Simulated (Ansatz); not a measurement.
LaRh3C:

```
La Rh C
1.0
     4.26694    0.00000    0.00000
     0.00000    4.26694    0.00000
     0.00000    0.00000    4.26694
La Rh C
1 3 1
Direct
  0.50000 0.50000 0.50000
  0.00000 0.00000 0.50000
  0.00000 0.50000 0.00000
  0.50000 0.00000 0.00000
  0.00000 0.00000 0.00000
```

The cell is a database's computed one.

```yaml
Program: Ansatz 0.2.0
Task: single point
Functional: PBEsol
Potentials_or_basis: Ansatz PAW
Cutoff: "420 eV (not typed: the program's choice for these potentials)"
k_mesh: 6 × 6 × 6
Occupations: fermi-dirac, width 0.05 eV
Spin: no spin polarisation
```

On this cell: pressure -9.0 GPa; largest force zero by symmetry; band gap on the k mesh none (metal or under the smearing width).

The same run follows on a disturbed copy (atoms moved at random, drawn with an rms of 0.05 Å):

```
La Rh C
1.0
     4.26694    0.00000    0.00000
     0.00000    4.26694    0.00000
     0.00000    0.00000    4.26694
La Rh C
1 3 1
Direct
  0.50005 0.51022 0.49783
  0.99278 0.98731 0.49306
  0.99346 0.49692 0.00342
  0.50586 0.00231 0.00900
  0.99047 0.01302 0.00914
```

What changes?

The energy (extrapolated to zero smearing) moves by +9.5 meV/atom; pressure -8.2 GPa; largest force 0.521 eV/Å; band gap on the k mesh none (metal or under the smearing width).

Forces on the atoms (eV/Å):
```
La  -0.191 -0.383  0.232
Rh   0.161  0.413  0.274
Rh   0.138  0.123 -0.088
Rh  -0.265 -0.009 -0.253
C    0.157 -0.145 -0.164
```

Stress tensor (GPa, compression positive):
```
-8.27  0.16  0.18
 0.16 -8.12 -0.06
 0.18 -0.06 -8.32
```

Caveats: the PAW data sets come from PBE, with cores solved anew for the run's functional, which leaves a small shift of forces and pressure.
